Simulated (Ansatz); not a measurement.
**C₂H₈GeS: small, medium and large basis sets**

The task here is to estimate one member of a computed series from the others.

Program: Ansatz 0.2.0, Gaussian basis. Level of theory: one geometry, several basis sets. These are calculated values, not measurements.

Plan: PBE0-D4/def2-SVP; ωB97M-V/def2-SVP; PBE0-D4/def2-QZVPP; ωB97M-V/def2-QZVPP; the functionals' def2-TZVPP values are taken from earlier runs.

## Structure used throughout

The geometry comes from an earlier relaxation with PBE0-D4 in a triple-zeta def2 set; it is a stationary point, not always the lowest conformer.

SMILES `C[S][GeH2][CH3]`, 12 atoms, charge 0, spin multiplicity 1.

Atoms are counted from 1 here; the program's logs count them from 0.

Bond lengths: C1–S2 1.813 Å, C1–H5 1.090 Å, C1–H6 1.091 Å, C1–H7 1.090 Å, S2–Ge3 2.219 Å, Ge3–C4 1.952 Å, Ge3–H8 1.538 Å, Ge3–H9 1.544 Å, C4–H10 1.092 Å, C4–H11 1.090 Å, C4–H12 1.091 Å. Angles: S2–C1–H5 106.8°, S2–C1–H6 111.2°, S2–C1–H7 111.7°, H5–C1–H6 108.6°, H5–C1–H7 108.5°, H6–C1–H7 109.9°, C1–S2–Ge3 99.5°, S2–Ge3–C4 111.2°, S2–Ge3–H8 105.3°, S2–Ge3–H9 108.5°, C4–Ge3–H8 111.4°, C4–Ge3–H9 110.1°, H8–Ge3–H9 110.2°, Ge3–C4–H10 110.1°, Ge3–C4–H11 109.8°, Ge3–C4–H12 110.5°, H10–C4–H11 109.1°, H10–C4–H12 108.5° and more.

Set-up of the first run:

Input file in.yaml:

```yaml
crystal:
  periodic: [false, false, false]
  atoms:
    - {symbol: C, position_ang: [0.404158, 2.019475, 0.261878]}
    - {symbol: S, position_ang: [-0.755003, 1.368297, -0.971437]}
    - {symbol: Ge, position_ang: [-1.062565, -0.668569, -0.146857]}
    - {symbol: C, position_ang: [0.582889, -1.715349, -0.219142]}
    - {symbol: H, position_ang: [0.598587, 3.058032, -0.005994]}
    - {symbol: H, position_ang: [-0.027715, 1.992676, 1.263081]}
    - {symbol: H, position_ang: [1.349436, 1.476509, 0.251643]}
    - {symbol: H, position_ang: [-2.165334, -1.295653, -1.015522]}
    - {symbol: H, position_ang: [-1.543136, -0.538092, 1.314331]}
    - {symbol: H, position_ang: [0.406101, -2.718145, 0.174290]}
    - {symbol: H, position_ang: [0.926972, -1.792417, -1.250703]}
    - {symbol: H, position_ang: [1.362610, -1.241864, 0.378633]}
basis:
  gaussian: {orbitals: def2-SVP}
hamiltonian: {xc: pbe0, dispersion: d4}
output: {orbitals: {seedname: orbitals}}
```

Started as:

```bash
$ ansatz run in.yaml --threads 4 --pin off --events-out ev --progress --plain --max-ram 10444MiB
```

Among the steps run: PBE0-D4 in def2-SVP; ωB97M-V in def2-SVP; PBE0-D4 in def2-QZVPP; ωB97M-V in def2-QZVPP.

One table of the session follows, with a row left open; its other results are not shown here.

It belongs to the step «Density functionals: the series». 

```
functional       basis  HOMO (eV)  LUMO (eV)
   PBE0-D4    def2-SVP      -6.51       0.89
   PBE0-D4  def2-TZVPP      -6.61       0.49
   PBE0-D4  def2-QZVPP          ?          ?
   ωB97M-V    def2-SVP      -8.67       2.81
   ωB97M-V  def2-TZVPP      -8.81       2.23
   ωB97M-V  def2-QZVPP      -8.83       1.60
```

Q: Estimate the row for PBE0-D4, def2-QZVPP from the others.

As computed: HOMO (eV): -6.64; LUMO (eV): 0.25. In the column «HOMO (eV)» it lies between ωB97M-V, def2-SVP (-8.67) and PBE0-D4, def2-TZVPP (-6.61).
